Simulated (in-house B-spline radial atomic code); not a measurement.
# Zr³⁺ in a hard spherical wall

Aim: energy and levels of Zr³⁺ squeezed by an impenetrable sphere of shrinking radius. More than one configuration is followed.

The numbers are computed with in-house B-spline radial atomic code version 1 (non-relativistic r2SCAN, spin-polarised, spherical fractional occupations, point nucleus, basis-set limit), except any that are marked as measured or tabulated.

## (1) What is computed

| Property | Result |
| --- | --- |
| element | zirconium (Z = 40) |
| charge | +3 |
| electrons | 37 |
| configuration | [Kr] 4d1 |
| Hamiltonian | non-relativistic |
| nucleus | point |

Outer shells as boxes (Hund's rule):

[Kr] 4d1
```
[Kr] core
4d [↑ ][  ][  ][  ][  ]
```

Where spins are not typed, each open shell is filled with up spins first.

Settings of the run:

```ini
Z = 40
electrons = 37.0
configuration = [Kr] 4d1
hamiltonian = nr
method = r2scan
spin_polarised = True
```

From the earlier run of the reference: total energy -3539.335775 hartree. Levels, eight at most:

```csv
orbital,occupation,energy (eV),<r> (bohr)
3p down,3,-346.88,0.4663
3d up,5,-207.94,0.4513
3d down,5,-207.81,0.4513
4s up,1,-81.044,1.234
4s down,1,-80.192,1.230
4p up,3,-60.111,1.353
4p down,3,-59.124,1.346
4d up,1,-28.661,1.800
```

## (2) Wall at 4.63 bohr, configuration [Kr] 4d1

Changes to the settings of step 1:

```diff
@@ -6 +6,2 @@
 spin_polarised = True
+wall_radius = 4.63
```

Results of the run (chosen fields of its result record, rounded):

```text
{
  "status": "converged",
  "scf [iteration, energy, orbital gradient]": [
    [1, -3539.32464553, 0.0821],
    [2, -3539.32976344, 0.00172],
    [3, -3539.32976632, 0.000882],
    [4, -3539.32976707, 0.000448],
    [5, -3539.32976735, 1.28e-05],
    [6, -3539.32976736, 2.18e-06],
    [7, -3539.32976736, 5.89e-07],
    [8, -3539.32976736, 9.26e-08]
  ],
  "energy [hartree]": {"total": -3539.32976736, "kinetic": 3537.70403225, "nuclear": -8391.50625455, "coulomb": 1426.20680779, "xc": -111.734352853},
  "orbitals [hartree, bohr; first row names the columns]": [
    ["name", "occ", "eps", "<r>"],
    ["1s up", 1.0, -642.66462, 0.038153],
    ["1s down", 1.0, -642.66506, 0.038153],
    ["2s up", 1.0, -88.967026, 0.16724],
    ["2s down", 1.0, -88.960926, 0.16723],
    ["2p up", 3.0, -81.526007, 0.14371],
    ["2p down", 3.0, -81.521869, 0.14371],
    ["3s up", 1.0, -15.56193, 0.46873],
    ["3s down", 1.0, -15.560049, 0.46875],
    ["3p up", 3.0, -12.742201, 0.4663],
    ["3p down", 3.0, -12.739594, 0.46631],
    ["3d up", 5.0, -7.6335936, 0.45131],
    ["3d down", 5.0, -7.6286113, 0.45128],
    ["4s up", 1.0, -2.9722991, 1.234],
    ["4s down", 1.0, -2.9401349, 1.23],
    ["4p up", 3.0, -2.203332, 1.3533],
    ["4p down", 3.0, -2.1662156, 1.3464],
    ["4d up", 1.0, -1.0431322, 1.7549]
  ],
  "sum_r [bohr^k]": {"-1": 209.7877, "1": 21.83919, "2": 24.12641},
  "energy_minus_base [hartree]": 0.00600772992
}
```

Run time: 0.09 s. Hardware: 1 thread, shared host.

energy_minus_base is the energy less that of the reference run. Meta-GGA runs start from a PBE run whose iterations are not counted.

## (3) Wall at 2.63 bohr, configuration [Kr] 4d1

Changes to the settings of step 2:

```diff
@@ -6,2 +6,2 @@
 spin_polarised = True
-wall_radius = 4.63
+wall_radius = 2.63
```

Main fields:

```text
{
  "status": "converged",
  "scf [iteration, energy, orbital gradient]": [
    [1, -3538.51391898, 0.0825],
    [2, -3538.51903979, 0.00176],
    [3, -3538.51904276, 0.000876],
    [4, -3538.51904345, 0.000444],
    [5, -3538.51904368, 2.24e-05],
    [6, -3538.51904368, 1.77e-06],
    [7, -3538.51904368, 8.61e-07],
    [8, -3538.51904368, 1.5e-07]
  ],
  "energy [hartree]": {"total": -3538.51904368, "kinetic": 3542.78983224, "nuclear": -8406.73578934, "coulomb": 1437.66319978, "xc": -112.236286362},
  "orbitals [hartree, bohr; first row names the columns]": [
    ["name", "occ", "eps", "<r>"],
    ["1s up", 1.0, -642.2869, 0.038154],
    ["1s down", 1.0, -642.28728, 0.038154],
    ["2s up", 1.0, -88.608185, 0.16725],
    ["2s down", 1.0, -88.598422, 0.16724],
    ["2p up", 3.0, -81.164115, 0.14373],
    ["2p down", 3.0, -81.157305, 0.14372],
    ["3s up", 1.0, -15.233981, 0.46911],
    ["3s down", 1.0, -15.23106, 0.46915],
    ["3p up", 3.0, -12.414605, 0.46684],
    ["3p down", 3.0, -12.410501, 0.46687],
    ["3d up", 5.0, -7.3060912, 0.45251],
    ["3d down", 5.0, -7.2982104, 0.45247],
    ["4s up", 1.0, -2.739605, 1.2045],
    ["4s down", 1.0, -2.693784, 1.2013],
    ["4p up", 3.0, -1.9430972, 1.2741],
    ["4p down", 3.0, -1.8935745, 1.2707],
    ["4d up", 1.0, -0.61632654, 1.4002]
  ],
  "sum_r [bohr^k]": {"-1": 210.1684, "1": 20.97771, "2": 20.90233},
  "energy_minus_base [hartree]": 0.816731407
}
```

It took 0.09 s on 1 thread, shared host.

## (4) Wall at 4.63 bohr, configuration [Ar] 3d10 4s2 4p5 4d2

Settings of the run:

```ini
Z = 40
electrons = 37.0
configuration = [Ar] 3d10 4s2 4p5 4d2
hamiltonian = nr
method = r2scan
spin_polarised = True
wall_radius = 4.63
```

Main fields:

```text
{
  "status": "converged",
  "scf [iteration, energy, orbital gradient]": [
    [1, -3538.23573752, 0.0814],
    [2, -3538.24098011, 0.00169],
    [3, -3538.24098355, 0.000865],
    [4, -3538.24098438, 0.000441],
    [5, -3538.24098467, 3.27e-05],
    [6, -3538.24098468, 2.42e-06],
    [7, -3538.24098468, 5.7e-07],
    [8, -3538.24098468, 4.03e-08]
  ],
  "energy [hartree]": {"total": -3538.24098468, "kinetic": 3536.64762647, "nuclear": -8385.84206021, "coulomb": 1422.57965915, "xc": -111.626210081},
  "orbitals [hartree, bohr; first row names the columns]": [
    ["name", "occ", "eps", "<r>"],
    ["1s up", 1.0, -642.80465, 0.038153],
    ["1s down", 1.0, -642.79732, 0.038153],
    ["2s up", 1.0, -89.082571, 0.16724],
    ["2s down", 1.0, -89.067896, 0.16722],
    ["2p up", 3.0, -81.644445, 0.14371],
    ["2p down", 3.0, -81.629325, 0.1437],
    ["3s up", 1.0, -15.67181, 0.46861],
    ["3s down", 1.0, -15.661723, 0.46865],
    ["3p up", 3.0, -12.853232, 0.46616],
    ["3p down", 3.0, -12.839638, 0.46613],
    ["3d up", 5.0, -7.7452387, 0.45115],
    ["3d down", 5.0, -7.7253177, 0.45075],
    ["4s up", 1.0, -3.0764904, 1.2277],
    ["4s down", 1.0, -2.9551762, 1.2235],
    ["4p up", 3.0, -2.3015267, 1.3421],
    ["4p down", 2.0, -2.1747431, 1.3367],
    ["4d up", 2.0, -1.1214148, 1.7187]
  ],
  "sum_r [bohr^k]": {"-1": 209.6461, "1": 22.10498, "2": 25.10086},
  "energy_minus_base [hartree]": 1.09479041
}
```

Wall time 0.09 s (1 thread, shared host).

## (5) Wall at 2.63 bohr, configuration [Ar] 3d10 4s2 4p5 4d2

Changes to the settings of step 4:

```diff
@@ -6,2 +6,2 @@
 spin_polarised = True
-wall_radius = 4.63
+wall_radius = 2.63
```

Main fields:

```text
{
  "status": "converged",
  "scf [iteration, energy, orbital gradient]": [
    [1, -3537.28519764, 0.0813],
    [2, -3537.29054164, 0.00172],
    [3, -3537.29054619, 0.00086],
    [4, -3537.29054724, 0.000437],
    [5, -3537.2905476, 3.93e-05],
    [6, -3537.2905476, 2.61e-06],
    [7, -3537.2905476, 1.09e-06],
    [8, -3537.2905476, 2e-07]
  ],
  "energy [hartree]": {"total": -3537.2905476, "kinetic": 3542.20169152, "nuclear": -8403.08235376, "coulomb": 1435.80316945, "xc": -112.213054812},
  "orbitals [hartree, bohr; first row names the columns]": [
    ["name", "occ", "eps", "<r>"],
    ["1s up", 1.0, -642.37489, 0.038153],
    ["1s down", 1.0, -642.36703, 0.038153],
    ["2s up", 1.0, -88.668807, 0.16725],
    ["2s down", 1.0, -88.6473, 0.16723],
    ["2p up", 3.0, -81.227305, 0.14372],
    ["2p down", 3.0, -81.206938, 0.14371],
    ["3s up", 1.0, -15.293334, 0.46903],
    ["3s down", 1.0, -15.281141, 0.46912],
    ["3p up", 3.0, -12.475293, 0.46676],
    ["3p down", 3.0, -12.458683, 0.46677],
    ["3d up", 5.0, -7.3674365, 0.45251],
    ["3d down", 5.0, -7.3418756, 0.45209],
    ["4s up", 1.0, -2.8145418, 1.2027],
    ["4s down", 1.0, -2.6684999, 1.1988],
    ["4p up", 3.0, -2.0164372, 1.2716],
    ["4p down", 2.0, -1.8652139, 1.2675],
    ["4d up", 2.0, -0.6856863, 1.3968]
  ],
  "sum_r [bohr^k]": {"-1": 210.0771, "1": 21.07978, "2": 21.19961},
  "energy_minus_base [hartree]": 2.04522748
}
```

It took 0.09 s on 1 thread, shared host.

## (6) Wall at 4.63 bohr, configuration [Kr] 4f1

Settings of the run:

```ini
Z = 40
electrons = 37.0
configuration = [Kr] 4f1
hamiltonian = nr
method = r2scan
spin_polarised = True
wall_radius = 4.63
```

Main fields:

```text
{
  "status": "converged",
  "scf [iteration, energy, orbital gradient]": [
    [1, -3538.43847024, 0.0822],
    [2, -3538.44407555, 0.00173],
    [3, -3538.44408527, 0.000871],
    [4, -3538.4440872, 0.000445],
    [5, -3538.44408782, 3.19e-05],
    [6, -3538.44408783, 6.16e-06],
    [7, -3538.44408783, 1.07e-06],
    [8, -3538.44408783, 4.73e-07],
    [9, -3538.44408783, 2.2e-08]
  ],
  "energy [hartree]": {"total": -3538.44408783, "kinetic": 3537.38481613, "nuclear": -8384.74072703, "coulomb": 1420.39632324, "xc": -111.484500165},
  "orbitals [hartree, bohr; first row names the columns]": [
    ["name", "occ", "eps", "<r>"],
    ["1s up", 1.0, -642.83765, 0.038154],
    ["1s down", 1.0, -642.83796, 0.038154],
    ["2s up", 1.0, -89.142196, 0.16723],
    ["2s down", 1.0, -89.142345, 0.16723],
    ["2p up", 3.0, -81.702547, 0.14371],
    ["2p down", 3.0, -81.702833, 0.14371],
    ["3s up", 1.0, -15.724246, 0.4686],
    ["3s down", 1.0, -15.724004, 0.46859],
    ["3p up", 3.0, -12.904248, 0.46613],
    ["3p down", 3.0, -12.904031, 0.46611],
    ["3d up", 5.0, -7.7957462, 0.45091],
    ["3d down", 5.0, -7.7955108, 0.45086],
    ["4s up", 1.0, -3.0811309, 1.2223],
    ["4s down", 1.0, -3.0724554, 1.2208],
    ["4p up", 3.0, -2.3026681, 1.3368],
    ["4p down", 3.0, -2.2896287, 1.3303],
    ["4f up", 1.0, -0.23302539, 2.55]
  ],
  "sum_r [bohr^k]": {"-1": 209.6185, "1": 22.51001, "2": 27.28467},
  "energy_minus_base [hartree]": 0.891687259
}
```

Wall time 0.11 s (1 thread, shared host).

## (7) Wall at 2.63 bohr, configuration [Kr] 4f1

Changes to the settings of step 6:

```diff
@@ -6,2 +6,2 @@
 spin_polarised = True
-wall_radius = 4.63
+wall_radius = 2.63
```

Main fields:

```text
{
  "status": "converged",
  "scf [iteration, energy, orbital gradient]": [
    [1, -3537.12842511, 0.0825],
    [2, -3537.13345823, 0.00182],
    [3, -3537.13346138, 0.000884],
    [4, -3537.13346196, 0.000443],
    [5, -3537.13346215, 1.59e-05],
    [6, -3537.13346215, 2.15e-06],
    [7, -3537.13346215, 1.37e-06],
    [8, -3537.13346215, 8.03e-08]
  ],
  "energy [hartree]": {"total": -3537.13346215, "kinetic": 3542.47379391, "nuclear": -8402.73288171, "coulomb": 1435.19365912, "xc": -112.068033474},
  "orbitals [hartree, bohr; first row names the columns]": [
    ["name", "occ", "eps", "<r>"],
    ["1s up", 1.0, -642.38972, 0.038154],
    ["1s down", 1.0, -642.39023, 0.038154],
    ["2s up", 1.0, -88.703616, 0.16723],
    ["2s down", 1.0, -88.704163, 0.16723],
    ["2p up", 3.0, -81.263082, 0.14371],
    ["2p down", 3.0, -81.263758, 0.14371],
    ["3s up", 1.0, -15.297724, 0.4689],
    ["3s down", 1.0, -15.295051, 0.4688],
    ["3p up", 3.0, -12.478267, 0.46655],
    ["3p down", 3.0, -12.475446, 0.46642],
    ["3d up", 5.0, -7.3708562, 0.4519],
    ["3d down", 5.0, -7.3677838, 0.45158],
    ["4s up", 1.0, -2.7591403, 1.2017],
    ["4s down", 1.0, -2.7230648, 1.1988],
    ["4p up", 3.0, -1.9621544, 1.2718],
    ["4p down", 3.0, -1.9202665, 1.2677],
    ["4f up", 1.0, 0.74297299, 1.5256]
  ],
  "sum_r [bohr^k]": {"-1": 210.0683, "1": 21.07142, "2": 21.17003},
  "energy_minus_base [hartree]": 2.20231293
}
```

Run time: 0.09 s. Hardware: 1 thread, shared host.

## (8) Results

| configuration | radius (bohr) | energy above the free system (eV) | highest level (eV) |
| --- | --- | --- | --- |
| [Kr] 4d1 | 4.63 | 0.163 | -28.385 (4d up) |
| [Kr] 4d1 | 2.63 | 22.224 | -16.771 (4d up) |
| [Ar] 3d10 4s2 4p5 4d2 | 4.63 | 29.791 | -30.515 (4d up) |
| [Ar] 3d10 4s2 4p5 4d2 | 2.63 | 55.653 | -18.658 (4d up) |
| [Kr] 4f1 | 4.63 | 24.264 | -6.341 (4f up) |
| [Kr] 4f1 | 2.63 | 59.928 | 20.217 (4f up) |

For [Kr] 4d1 the energy above the free reference is 0.163 eV at 4.63 bohr and 22.224 eV at 2.63 bohr. Of [Kr] 4d1 and [Ar] 3d10 4s2 4p5 4d2, the first stays lower at every radius that both share. At 2.63 bohr the lowest of all 3 is [Kr] 4d1. A hard wall is a crude model of an atom's surroundings.
